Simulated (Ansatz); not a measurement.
## MgC2: relaxation of cell and atoms with BLYP

Crystal: MgC2.

```xyz
6
Lattice="3.9508 0.0000 0.0000 0.0000 3.9508 0.0000 0.0000 0.0000 4.9871" Properties=species:S:1:pos:R:3 pbc="T T T"
Mg    0.0000    0.0000    2.4935
Mg    1.9754    1.9754    0.0000
C     1.5315    2.4192    2.4935
C     0.4439    0.4439    0.0000
C     2.4192    1.5315    2.4935
C     3.5069    3.5069    0.0000
```

The cell comes from a database or a generator and needn't be the stable form of this composition.

```json
{
 "Program": "Ansatz 0.2.0",
 "Task": "relaxation of cell and atoms",
 "Functional": "BLYP",
 "Potentials or basis": "Ansatz PAW",
 "Cutoff": "420 eV (not typed: the program's choice for these potentials)",
 "k mesh": "5 × 5 × 5",
 "Occupations": "fermi-dirac, width 0.05 eV",
 "Spin": "no spin polarisation"
}
```

The relaxed volume is 13.34 Å³/atom, the relaxed cell is a = 3.956 Å, b = 3.956 Å, c = 5.113 Å, α = 90.00°, β = 90.00°, γ = 90.00° and the space group after relaxing (to 0.05 Å) is P4_2/mnm (No. 136). The energy gained by relaxing is 3.1 meV/atom, the ionic steps are 9 and the pressure after relaxing is 0.0 GPa. The largest force after relaxing is 0.003 eV/Å. The band gap on the k mesh is 3.02 eV, indirect (least direct gap 3.23 eV).

Forces in eV/Å, atoms in the order of the input:
```
Mg   0.000  0.000  0.000
Mg   0.000  0.000  0.000
C    0.002 -0.002  0.000
C   -0.002 -0.002  0.000
C   -0.002  0.002  0.000
C    0.002  0.002  0.000
```

Step by step:
| step | energy change (eV) | largest force (eV/Å) | volume (Å³) |
| --- | --- | --- | --- |
| 1 | 0.0000 | 0.5553 | 77.84 |
| 2 | -0.0128 | 0.0500 | 79.43 |
| 3 | -0.0135 | 0.0315 | 79.82 |
| 4 | -0.0137 | 0.0189 | 79.92 |
| 5 | -0.0137 | 0.0017 | 79.89 |
| 6 | -0.0186 | 0.0001 | 79.89 |
| 7 | -0.0184 | 0.0452 | 80.00 |
| 8 | -0.0184 | 0.0033 | 80.02 |
| 9 | -0.0186 | 0.0034 | 80.02 |

Final structure:
```yaml
crystal:
  lattice:
    - [3.95590, 0.00000, 0.00000]
    - [0.00000, 3.95590, 0.00000]
    - [0.00000, 0.00000, 5.11321]
  atoms:
    - { symbol: Mg, position: [0.00000, 0.00000, 0.50000] }
    - { symbol: Mg, position: [0.50000, 0.50000, 0.00000] }
    - { symbol: C, position: [0.38832, 0.61168, 0.50000] }
    - { symbol: C, position: [0.11168, 0.11168, 0.00000] }
    - { symbol: C, position: [0.61168, 0.38832, 0.50000] }
    - { symbol: C, position: [0.88832, 0.88832, 0.00000] }
```

Levels at points of the mesh, in eV from the valence-band top:
| k point | band 16 | band 17 | band 18 | band 19 | band 20 | band 21 |
| --- | --- | --- | --- | --- | --- | --- |
| (0.00, 0.00, 0.00) | -0.23 | -0.21 | -0.21 | 3.02 | 5.35 | 5.89 |

Wall time 11 s on 2 threads of Intel(R) Xeon(R) Processor @ 2.70GHz (shared host), peak memory 0.39 GiB.

Caveat: odd divisions of the mesh miss points on the zone boundary, where band edges often lie, so the gap on the mesh can be too wide; the plane-wave basis is chosen anew once the cell has moved, so the energies of steps on either side of that aren't comparable; the pressure holds a Pulay correction of +0.3 GPa for the finite cutoff; the PAW data sets come from PBE, with cores solved anew for the run's functional, which leaves a small shift of forces and pressure. Expect the measured gap to be larger: semilocal functionals such as BLYP lack the derivative discontinuity.
